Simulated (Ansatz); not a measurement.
**Cu: a strain scan**

Aim: for Cu, see how energy and stress answer to the strain pattern (1, 1, 0, 0, 0, 0).

This is Cu in the hcp structure; at room conditions it is fcc.

Method: DFT PBEsol, scalar-relativistic, plane waves, PAW, in Ansatz 0.2.0.

### 1 The starting structure

It takes space group P6_3/mmc (No. 194, hexagonal). The conventional cell has a = 2.534 Å, b = 2.534 Å, c = 4.113 Å, α = 90.00°, β = 90.00°, γ = 120.00°. Cu (site symmetry -6m2) has 12 Cu at 2.52 to 2.53 Å as nearest neighbours.

Coordinates:

```cif
data_structure
_symmetry_space_group_name_H-M 'P6_3/mmc'
_symmetry_Int_Tables_number 194
_cell_length_a 2.5341
_cell_length_b 2.5341
_cell_length_c 4.1126
_cell_angle_alpha 90.000
_cell_angle_beta 90.000
_cell_angle_gamma 120.000
_cell_volume 22.87
loop_
_atom_site_label
_atom_site_type_symbol
_atom_site_symmetry_multiplicity
_atom_site_Wyckoff_symbol
_atom_site_fract_x
_atom_site_fract_y
_atom_site_fract_z
_atom_site_occupancy
Cu1 Cu 2 c 0.33333 0.66667 0.25000 1
```

It goes back to an entry of the Materials Project, which need not be the stable form.

The cell is taken as given, not relaxed at this level.

### 2 Zero of energy

The reference gives a free energy of -13177.5015 eV, pressure -1.33 GPa, largest force 0.000 eV/Å and gap on the mesh none (metal). It was computed beforehand with the settings of the runs below.

### 3 The scan: a strain scan

The cell is strained by ε times the Voigt pattern (1, 1, 0, 0, 0, 0) (xx, yy, zz, yz, xz, xy; engineering shear), with fractional coordinates fixed (clamped ions). The stress on the pattern is the sum of the stress components weighted by it, tension positive.

### 4 At ε = -0.1500

input.yaml

```yaml
crystal:
  lattice:
    - [2.1539821693, 0.0, 0.0]
    - [-1.0769910847, 1.8654032779, 0.0]
    - [0.0, 0.0, 4.112571]
  atoms:
    - { symbol: Cu, position: [0.3333333333, 0.6666666667, 0.25] }
    - { symbol: Cu, position: [0.6666666667, 0.3333333333, 0.75] }
basis:
  ecutwfc: 350.0
kpoints:
  mp_grid: { grid: [24, 24, 12] }
hamiltonian:
  xc: pbesol
scf:
  occupations: { method: gaussian, width: 0.15 }
output:
  forces: true
  stress: true
  eigenvalues: true
```

On the command line:

```bash
> ansatz run input.yaml --threads 1 --pin off --max-ram 2560MiB --backend cpu --events-out ev --progress --plain --runs-dir out
```

Output, shortened:

```text
Warning: basis.ecutwfc = 350 eV is below the records' recommended 420 eV, and the density's cutoff is lower with it unless basis.ecutrho_ratio is high enough to keep the records' density cutoff: compare with a run at a higher cutoff
Warning: RAYON_NUM_THREADS=1 ignored (pool sized by the plan → 1); use --threads N
[...]
Pseudopotentials: kind: paw
Pseudopotential: Cu, paw, valence charge 19, recommended cutoff 420 eV (normal), Cu.paw.azcp
Functional definition: PBEsol
[...]
Crystal: 2 atoms, lattice volume = 16.524 Å³
Basis set: ecut = 350 eV, 247 PW (Γ), exchange–correlation on 30×30×54 points (8 copies of the dense FFT grid, shifted against one another)
Bands: 23, of which v1, the nominal top of the filled ones, is band 19 counted from 1 (18 counted from 0)
Symmetry: 24 space group operations
Space group: P63/mmc (ITA 194), of the structure as read, at distance tolerance 2.5e-5 Å
k-points: 427 of 6912
[...]
SCF iter   1: F=—  HF=-13175.367662 eV  |F-HF|=—  |Δ(HF+E_count)|=         —  Δρ=2.10e-2  dr2=3.44e-2  ethr=1.77e-3  ⟨swp⟩=4.5  Hψ=35366  notcnv=0
[...]
SCF iter   6: F=-13175.355420 eV  HF=-13175.355420 eV  |F-HF|=6.00e-11  |Δ(HF+E_count)|=   6.23e-9  Δρ=8.55e-7  dr2=2.36e-11  ethr=3.37e-12  ⟨swp⟩=2.6  Hψ=33954  notcnv=0
[...]
SCF converged after 6 iterations
Free energy (F): -13175.355420 eV
[...]
E sigma→0 (E₀):  -13175.352529 eV
Entropy (-TS):   -0.005782 eV (-2.891 meV/atom)
Fermi energy:    25.997305 eV
[...]
--- Forces (eV/Å), atoms counted from 1 ---
  atom   1  Cu     0.00000000    -0.00000000     0.00000000
  atom   2  Cu    -0.00000000     0.00000000    -0.00000000
[...]
--- Stress (GPa, compression-positive) ---
      161.795677      -0.000000      -0.000000
       -0.000000     161.795677      -0.000000
       -0.000000      -0.000000      58.614285
  P = ⅓ Tr σ = 127.4019 GPa (1274.019 kbar)
--- Band table (eV; the first three rows and the last of 427) ---
  k-point 0: bands = ["-87.5929", "-87.5585", "-45.1190", "-44.8732", "-44.8732", "-44.8663", "-44.8522", "-44.8522", "13.3115", "17.7691", "20.4495", "21.4104", "21.4104", "21.6030", "21.6030", "21.8757", "23.0121", "23.0121", "23.7044", "23.7044", "29.3421", "47.5417", "52.5259"]
[...]
```

Run time: 5.7 s. Hardware: 1 thread of Intel Xeon Platinum 8375C at 2.90GHz (Ice Lake), shared host; peak memory 0.44 GiB.

### 5 Point ε = 0.1125

Edit input.yaml of step 4 so:

```diff
@@ -2,4 +2,4 @@
   lattice:
-    - [2.1539821693, 0.0, 0.0]
-    - [-1.0769910847, 1.8654032779, 0.0]
+    - [2.8191825452, 0.0, 0.0]
+    - [-1.4095912726, 2.441483702, 0.0]
     - [0.0, 0.0, 4.112571]
```

On the command line:

```bash
> ansatz run input.yaml --threads 1 --pin off --max-ram 2560MiB --backend cpu --events-out ev --progress --plain --runs-dir out
```

Output, shortened:

```text
[...]
SCF converged after 6 iterations
Free energy (F): -13176.981096 eV
[...]
E sigma→0 (E₀):  -13176.977378 eV
Entropy (-TS):   -0.007437 eV (-3.718 meV/atom)
Fermi energy:    13.014588 eV
[...]
--- Forces (eV/Å), atoms counted from 1 ---
  atom   1  Cu     0.00000000     0.00000000     0.00000000
  atom   2  Cu     0.00000000    -0.00000000     0.00000000
[...]
--- Stress (GPa, compression-positive) ---
      -22.427800      -0.000000       0.000000
       -0.000000     -22.427800      -0.000000
       -0.000000      -0.000000     -15.160761
  P = ⅓ Tr σ = -20.0055 GPa (-200.055 kbar)
--- Band table (eV; the first three rows and the last of 427) ---
  k-point 0: bands = ["-98.8280", "-98.8186", "-56.4080", "-56.3353", "-56.3324", "-56.3324", "-56.3167", "-56.3167", "4.8868", "9.0165", "10.5520", "10.5520", "10.7035", "10.7035", "10.7772", "10.7772", "10.8087", "11.5306", "11.5306", "13.4252", "17.4404", "29.9141", "29.9141"]
[...]
```

It took 7.3 s on 1 thread of Intel Xeon Platinum 8375C at 2.90GHz (Ice Lake), shared host; peak memory 0.49 GiB.

### 6 ε = -0.0750

Edit input.yaml of step 5 so:

```diff
@@ -2,4 +2,4 @@
   lattice:
-    - [2.8191825452, 0.0, 0.0]
-    - [-1.4095912726, 2.441483702, 0.0]
+    - [2.3440394196, 0.0, 0.0]
+    - [-1.1720197098, 2.0299976848, 0.0]
     - [0.0, 0.0, 4.112571]
```

On the command line:

```bash
> ansatz run input.yaml --threads 1 --pin off --max-ram 2560MiB --backend cpu --events-out ev --progress --plain --runs-dir out
```

Output, shortened:

```text
Warning: basis.ecutwfc = 350 eV is below the records' recommended 420 eV, and the density's cutoff is lower with it unless basis.ecutrho_ratio is high enough to keep the records' density cutoff: compare with a run at a higher cutoff
Warning: RAYON_NUM_THREADS=1 ignored (pool sized by the plan → 1); use --threads N
[...]
[... 3 set-up lines as earlier in the session ...]
[...]
Crystal: 2 atoms, lattice volume = 19.569 Å³
Basis set: ecut = 350 eV, 301 PW (Γ), exchange–correlation on 30×30×54 points (8 copies of the dense FFT grid, shifted against one another)
Bands: 23, of which v1, the nominal top of the filled ones, is band 19 counted from 1 (18 counted from 0)
[... 1 set-up line as earlier in the session ...]
Space group: P63/mmc (ITA 194), of the structure as read, at distance tolerance 2.7e-5 Å
k-points: 427 of 6912
[...]
SCF iter   1: F=—  HF=-13177.154233 eV  |F-HF|=—  |Δ(HF+E_count)|=         —  Δρ=2.24e-2  dr2=4.92e-2  ethr=1.77e-3  ⟨swp⟩=4.1  Hψ=35017  notcnv=0
[...]
SCF iter   6: F=-13177.138470 eV  HF=-13177.138470 eV  |F-HF|=1.46e-11  |Δ(HF+E_count)|=   1.30e-9  Δρ=5.80e-7  dr2=1.55e-11  ethr=2.29e-12  ⟨swp⟩=2.0  Hψ=30782  notcnv=0
[...]
SCF converged after 6 iterations
Free energy (F): -13177.138470 eV
[...]
E sigma→0 (E₀):  -13177.133979 eV
Entropy (-TS):   -0.008983 eV (-4.491 meV/atom)
Fermi energy:    21.077612 eV
[...]
--- Forces (eV/Å), atoms counted from 1 ---
  atom   1  Cu     0.00000000     0.00000000     0.00000000
  atom   2  Cu     0.00000000    -0.00000000     0.00000000
[...]
--- Stress (GPa, compression-positive) ---
       44.990406      -0.000000       0.000000
        0.000000      44.990406       0.000000
        0.000000       0.000000      20.961316
  P = ⅓ Tr σ = 36.9807 GPa (369.807 kbar)
--- Band table (eV; the first three rows and the last of 427) ---
  k-point 0: bands = ["-91.7640", "-91.7399", "-49.3250", "-49.1842", "-49.1842", "-49.1635", "-49.1635", "-49.1461", "10.0476", "14.5435", "17.0162", "17.4118", "17.4118", "17.6285", "17.6285", "18.3492", "18.3492", "18.6381", "19.1153", "19.1153", "24.7702", "44.3733", "44.9557"]
[...]
```

It took 6.4 s on 1 thread of Intel Xeon Platinum 8375C at 2.90GHz (Ice Lake), shared host; peak memory 0.46 GiB.

### 7 ε = 0.0375

Edit input.yaml of step 6 so:

```diff
@@ -2,4 +2,4 @@
   lattice:
-    - [2.3440394196, 0.0, 0.0]
-    - [-1.1720197098, 2.0299976848, 0.0]
+    - [2.6291252949, 0.0, 0.0]
+    - [-1.3145626475, 2.2768892951, 0.0]
     - [0.0, 0.0, 4.112571]
```

On the command line:

```bash
> ansatz run input.yaml --threads 1 --pin off --max-ram 2560MiB --backend cpu --events-out ev --progress --plain --runs-dir out
```

Output, shortened:

```text
Warning: basis.ecutwfc = 350 eV is below the records' recommended 420 eV, and the density's cutoff is lower with it unless basis.ecutrho_ratio is high enough to keep the records' density cutoff: compare with a run at a higher cutoff
Warning: RAYON_NUM_THREADS=1 ignored (pool sized by the plan → 1); use --threads N
[...]
[... 3 set-up lines as earlier in the session ...]
[...]
Crystal: 2 atoms, lattice volume = 24.619 Å³
Basis set: ecut = 350 eV, 379 PW (Γ), exchange–correlation on 36×36×54 points (8 copies of the dense FFT grid, shifted against one another)
Bands: 23, of which v1, the nominal top of the filled ones, is band 19 counted from 1 (18 counted from 0)
[... 1 set-up line as earlier in the session ...]
Space group: P63/mmc (ITA 194), of the structure as read, at distance tolerance 2.9e-5 Å
k-points: 427 of 6912
[...]
SCF iter   1: F=—  HF=-13177.429983 eV  |F-HF|=—  |Δ(HF+E_count)|=         —  Δρ=2.09e-2  dr2=5.72e-2  ethr=1.77e-3  ⟨swp⟩=4.1  Hψ=34852  notcnv=0
[...]
SCF iter   6: F=-13177.413845 eV  HF=-13177.413845 eV  |F-HF|=1.42e-10  |Δ(HF+E_count)|=   1.76e-9  Δρ=6.13e-7  dr2=6.38e-11  ethr=1.23e-11  ⟨swp⟩=2.4  Hψ=31959  notcnv=0
[...]
SCF converged after 6 iterations
Free energy (F): -13177.413845 eV
[...]
E sigma→0 (E₀):  -13177.410615 eV
Entropy (-TS):   -0.006460 eV (-3.230 meV/atom)
Fermi energy:    15.697013 eV
[...]
--- Forces (eV/Å), atoms counted from 1 ---
  atom   1  Cu     0.00000000    -0.00000000     0.00000000
  atom   2  Cu    -0.00000000     0.00000000     0.00000000
[...]
--- Stress (GPa, compression-positive) ---
      -13.088388      -0.000000       0.000000
       -0.000000     -13.088388       0.000000
        0.000000       0.000000      -6.519240
  P = ⅓ Tr σ = -10.8987 GPa (-108.987 kbar)
--- Band table (eV; the first three rows and the last of 427) ---
  k-point 0: bands = ["-96.4567", "-96.4428", "-54.0347", "-53.9437", "-53.9437", "-53.9297", "-53.9257", "-53.9257", "6.5756", "10.9060", "12.8734", "12.8734", "12.9573", "13.1015", "13.1015", "13.2352", "13.2352", "14.0605", "14.0605", "15.1375", "19.8288", "35.7692", "35.7692"]
[...]
```

Wall time 7 s (1 thread of Intel Xeon Platinum 8375C at 2.90GHz (Ice Lake), shared host); peak memory 0.48 GiB.

### 8 At ε = 0.1500

Edit input.yaml of step 7 so:

```diff
@@ -2,4 +2,4 @@
   lattice:
-    - [2.6291252949, 0.0, 0.0]
-    - [-1.3145626475, 2.2768892951, 0.0]
+    - [2.9142111703, 0.0, 0.0]
+    - [-1.4571055851, 2.5237809055, 0.0]
     - [0.0, 0.0, 4.112571]
```

On the command line:

```bash
> ansatz run input.yaml --threads 1 --pin off --max-ram 2560MiB --backend cpu --events-out ev --progress --plain --runs-dir out
```

Output, shortened:

```text
[...]
SCF converged after 6 iterations
Free energy (F): -13176.699894 eV
[...]
E sigma→0 (E₀):  -13176.696384 eV
Entropy (-TS):   -0.007020 eV (-3.510 meV/atom)
Fermi energy:    11.870573 eV
[...]
--- Forces (eV/Å), atoms counted from 1 ---
  atom   1  Cu    -0.00000000    -0.00000000    -0.00000000
  atom   2  Cu     0.00000000     0.00000000     0.00000000
[...]
--- Stress (GPa, compression-positive) ---
      -23.773202      -0.000000       0.000000
       -0.000000     -23.773202      -0.000000
        0.000000      -0.000000     -17.473334
  P = ⅓ Tr σ = -21.6732 GPa (-216.732 kbar)
--- Band table (eV; the first three rows and the last of 427) ---
  k-point 0: bands = ["-99.8453", "-99.8375", "-57.4239", "-57.3636", "-57.3562", "-57.3562", "-57.3418", "-57.3418", "4.1773", "8.1900", "9.5498", "9.5498", "9.6310", "9.6310", "9.7708", "9.7708", "9.8647", "10.4481", "10.4481", "12.7067", "16.4435", "27.4309", "27.4309"]
[...]
```

Run time: 8.6 s. Hardware: 1 thread of Intel Xeon Platinum 8375C at 2.90GHz (Ice Lake), shared host; peak memory 0.51 GiB.

### 9 Point ε = -0.1125

Edit input.yaml of step 8 so:

```diff
@@ -2,4 +2,4 @@
   lattice:
-    - [2.9142111703, 0.0, 0.0]
-    - [-1.4571055851, 2.5237809055, 0.0]
+    - [2.2490107945, 0.0, 0.0]
+    - [-1.1245053972, 1.9477004814, 0.0]
     - [0.0, 0.0, 4.112571]
```

On the command line:

```bash
> ansatz run input.yaml --threads 1 --pin off --max-ram 2560MiB --backend cpu --events-out ev --progress --plain --runs-dir out
```

Output, shortened:

```text
[...]
SCF converged after 6 iterations
Free energy (F): -13176.499957 eV
[...]
E sigma→0 (E₀):  -13176.496415 eV
Entropy (-TS):   -0.007085 eV (-3.543 meV/atom)
Fermi energy:    23.387664 eV
[...]
--- Forces (eV/Å), atoms counted from 1 ---
  atom   1  Cu     0.00000000     0.00000000     0.00000000
  atom   2  Cu    -0.00000000    -0.00000000     0.00000000
[...]
--- Stress (GPa, compression-positive) ---
       90.229549      -0.000000       0.000000
        0.000000      90.229549       0.000000
        0.000000       0.000000      37.581408
  P = ⅓ Tr σ = 72.6802 GPa (726.802 kbar)
--- Band table (eV; the first three rows and the last of 427) ---
  k-point 0: bands = ["-89.8043", "-89.7757", "-47.3504", "-47.1727", "-47.1727", "-47.1516", "-47.1516", "-47.1374", "11.5586", "16.0531", "18.6478", "19.2937", "19.2937", "19.5012", "19.5012", "20.1449", "20.5294", "20.5294", "21.2568", "21.2568", "26.8991", "45.8574", "48.5476"]
[...]
```

It took 5.6 s on 1 thread of Intel Xeon Platinum 8375C at 2.90GHz (Ice Lake), shared host; peak memory 0.46 GiB.

### 10 At ε = 0.0750

Edit input.yaml of step 9 so:

```diff
@@ -2,4 +2,4 @@
   lattice:
-    - [2.2490107945, 0.0, 0.0]
-    - [-1.1245053972, 1.9477004814, 0.0]
+    - [2.72415392, 0.0, 0.0]
+    - [-1.36207696, 2.3591864986, 0.0]
     - [0.0, 0.0, 4.112571]
```

On the command line:

```bash
> ansatz run input.yaml --threads 1 --pin off --max-ram 2560MiB --backend cpu --events-out ev --progress --plain --runs-dir out
```

Output, shortened:

```text
Warning: basis.ecutwfc = 350 eV is below the records' recommended 420 eV, and the density's cutoff is lower with it unless basis.ecutrho_ratio is high enough to keep the records' density cutoff: compare with a run at a higher cutoff
Warning: RAYON_NUM_THREADS=1 ignored (pool sized by the plan → 1); use --threads N
[...]
[... 3 set-up lines as earlier in the session ...]
[...]
Crystal: 2 atoms, lattice volume = 26.431 Å³
Basis set: ecut = 350 eV, 391 PW (Γ), exchange–correlation on 36×36×54 points (8 copies of the dense FFT grid, shifted against one another)
Bands: 23, of which v1, the nominal top of the filled ones, is band 19 counted from 1 (18 counted from 0)
[... 1 set-up line as earlier in the session ...]
Space group: P63/mmc (ITA 194), of the structure as read, at distance tolerance 3.0e-5 Å
k-points: 427 of 6912
[...]
SCF iter   1: F=—  HF=-13177.243424 eV  |F-HF|=—  |Δ(HF+E_count)|=         —  Δρ=2.03e-2  dr2=5.93e-2  ethr=1.77e-3  ⟨swp⟩=4.0  Hψ=34786  notcnv=0
[...]
SCF iter   6: F=-13177.227204 eV  HF=-13177.227204 eV  |F-HF|=1.27e-10  |Δ(HF+E_count)|=   2.47e-9  Δρ=6.10e-7  dr2=6.26e-11  ethr=1.27e-11  ⟨swp⟩=2.2  Hψ=31026  notcnv=0
the search or the solves at the SCF's close seem to have found levels that the self-consistency loop had missed (the run counts 1). By its estimate they hold under 1e-12 electrons; where the run keeps them, the occupations were computed again with them
[...]
SCF converged after 6 iterations
Free energy (F): -13177.227204 eV
[...]
E sigma→0 (E₀):  -13177.223417 eV
Entropy (-TS):   -0.007576 eV (-3.788 meV/atom)
Fermi energy:    14.292539 eV
[...]
--- Forces (eV/Å), atoms counted from 1 ---
  atom   1  Cu     0.00000000    -0.00000000     0.00000000
  atom   2  Cu    -0.00000000     0.00000000     0.00000000
[...]
--- Stress (GPa, compression-positive) ---
      -19.197257      -0.000000       0.000000
       -0.000000     -19.197257       0.000000
        0.000000       0.000000     -11.491568
  P = ⅓ Tr σ = -16.6287 GPa (-166.287 kbar)
--- Band table (eV; the first three rows and the last of 427) ---
[... band rows left out ...]
[...]
```

Wall time 9.4 s (1 thread of Intel Xeon Platinum 8375C at 2.90GHz (Ice Lake), shared host); peak memory 0.5 GiB.

### 11 ε = -0.0375

Edit input.yaml of step 10 so:

```diff
@@ -2,4 +2,4 @@
   lattice:
-    - [2.72415392, 0.0, 0.0]
-    - [-1.36207696, 2.3591864986, 0.0]
+    - [2.4390680447, 0.0, 0.0]
+    - [-1.2195340223, 2.1122948883, 0.0]
     - [0.0, 0.0, 4.112571]
```

On the command line:

```bash
> ansatz run input.yaml --threads 1 --pin off --max-ram 2560MiB --backend cpu --events-out ev --progress --plain --runs-dir out
```

Output, shortened:

```text
Warning: basis.ecutwfc = 350 eV is below the records' recommended 420 eV, and the density's cutoff is lower with it unless basis.ecutrho_ratio is high enough to keep the records' density cutoff: compare with a run at a higher cutoff
Warning: RAYON_NUM_THREADS=1 ignored (pool sized by the plan → 1); use --threads N
[...]
[... 3 set-up lines as earlier in the session ...]
[...]
Crystal: 2 atoms, lattice volume = 21.188 Å³
Basis set: ecut = 350 eV, 313 PW (Γ), exchange–correlation on 30×30×54 points (8 copies of the dense FFT grid, shifted against one another)
Bands: 23, of which v1, the nominal top of the filled ones, is band 19 counted from 1 (18 counted from 0)
[... 1 set-up line as earlier in the session ...]
Space group: P63/mmc (ITA 194), of the structure as read, at distance tolerance 2.8e-5 Å
k-points: 427 of 6912
[...]
SCF iter   1: F=—  HF=-13177.450549 eV  |F-HF|=—  |Δ(HF+E_count)|=         —  Δρ=2.18e-2  dr2=5.16e-2  ethr=1.77e-3  ⟨swp⟩=4.1  Hψ=35057  notcnv=0
[...]
SCF iter   6: F=-13177.434764 eV  HF=-13177.434764 eV  |F-HF|=1.82e-12  |Δ(HF+E_count)|=  3.29e-10  Δρ=2.79e-7  dr2=4.73e-12  ethr=2.12e-12  ⟨swp⟩=2.0  Hψ=30473  notcnv=0
[...]
SCF converged after 6 iterations
Free energy (F): -13177.434764 eV
[...]
E sigma→0 (E₀):  -13177.430840 eV
Entropy (-TS):   -0.007848 eV (-3.924 meV/atom)
Fermi energy:    19.034609 eV
[...]
--- Forces (eV/Å), atoms counted from 1 ---
  atom   1  Cu     0.00000000    -0.00000000     0.00000000
  atom   2  Cu    -0.00000000     0.00000000     0.00000000
[...]
--- Stress (GPa, compression-positive) ---
       16.113808      -0.000000       0.000000
       -0.000000      16.113808       0.000000
        0.000000       0.000000       8.695223
  P = ⅓ Tr σ = 13.6409 GPa (136.409 kbar)
--- Band table (eV; the first three rows and the last of 427) ---
  k-point 0: bands = ["-93.5055", "-93.4854", "-51.0773", "-50.9573", "-50.9573", "-50.9372", "-50.9372", "-50.9273", "8.7351", "13.2013", "15.5359", "15.7350", "15.7350", "15.9577", "15.9577", "16.4345", "16.4345", "17.2307", "17.2307", "17.3197", "22.9114", "41.7199", "43.0677"]
[...]
```

Run time: 6.1 s. Hardware: 1 thread of Intel Xeon Platinum 8375C at 2.90GHz (Ice Lake), shared host; peak memory 0.46 GiB.

### 12 ε = 0.1312

Edit input.yaml of step 11 so:

```diff
@@ -2,4 +2,4 @@
   lattice:
-    - [2.4390680447, 0.0, 0.0]
-    - [-1.2195340223, 2.1122948883, 0.0]
+    - [2.8665701529, 0.0, 0.0]
+    - [-1.4332850764, 2.4825225741, 0.0]
     - [0.0, 0.0, 4.112571]
```

On the command line:

```bash
> ansatz run input.yaml --threads 1 --pin off --max-ram 2560MiB --backend cpu --events-out ev --progress --plain --runs-dir out
```

Output, shortened:

```text
[...]
SCF converged after 6 iterations
Free energy (F): -13176.844001 eV
[...]
E sigma→0 (E₀):  -13176.840391 eV
Entropy (-TS):   -0.007219 eV (-3.610 meV/atom)
Fermi energy:    12.427856 eV
[...]
--- Forces (eV/Å), atoms counted from 1 ---
  atom   1  Cu     0.00000000    -0.00000000     0.00000000
  atom   2  Cu    -0.00000000     0.00000000     0.00000000
[...]
--- Stress (GPa, compression-positive) ---
      -23.274675       0.000000       0.000000
       -0.000000     -23.274675       0.000000
        0.000000       0.000000     -16.451438
  P = ⅓ Tr σ = -21.0003 GPa (-210.003 kbar)
--- Band table (eV; the first three rows and the last of 427) ---
  k-point 0: bands = ["-99.3477", "-99.3391", "-56.9272", "-56.8610", "-56.8553", "-56.8553", "-56.8404", "-56.8404", "4.5231", "8.5958", "10.0418", "10.0418", "10.1547", "10.1547", "10.2642", "10.2642", "10.3282", "10.9781", "10.9781", "13.0568", "16.9292", "28.6442", "28.6442"]
[...]
```

Run time: 8.5 s. Hardware: 1 thread of Intel Xeon Platinum 8375C at 2.90GHz (Ice Lake), shared host; peak memory 0.51 GiB.

### 13 Results of the scan

All points in order; energies are free energies above the reference cell:

```tsv
ε	ΔE (meV/atom)	stress on the pattern (GPa)	pressure (GPa)
-0.1500	1073.1	-323.59	127.4
-0.1125	500.8	-180.46	72.7
-0.0750	181.5	-89.98	37.0
-0.0375	33.4	-32.23	13.6
0.0000	0.0	3.92	-1.3
0.0375	43.9	26.18	-10.9
0.0750	137.2	38.39	-16.6
0.1125	260.2	44.86	-20.0
0.1312	328.8	46.55	-21.0
0.1500	400.8	47.55	-21.7
```

### 14 Summary of results

| quantity | value |
| --- | --- |
| slope of the stress at ε = 0, over ±0.0375 | 779 GPa |

In words: Cutoff, mesh or smearing here differ from converged choices, so read the numbers with care. The slope of the stress at zero strain, 779 GPa, estimates C11 + C22 + 2 C12 with clamped ions in this Cartesian frame; letting the atoms relax could not make it stiffer. The step is wide, so higher orders mix in. The reference stands under -1.3 GPa, so this is no zero-stress constant. The undisturbed cell stays the lowest of the sampled points. Compression costs more than tension: 1073.1 against 400.8 meV/atom at the ends. The settings are coarse, so take the values as rough.
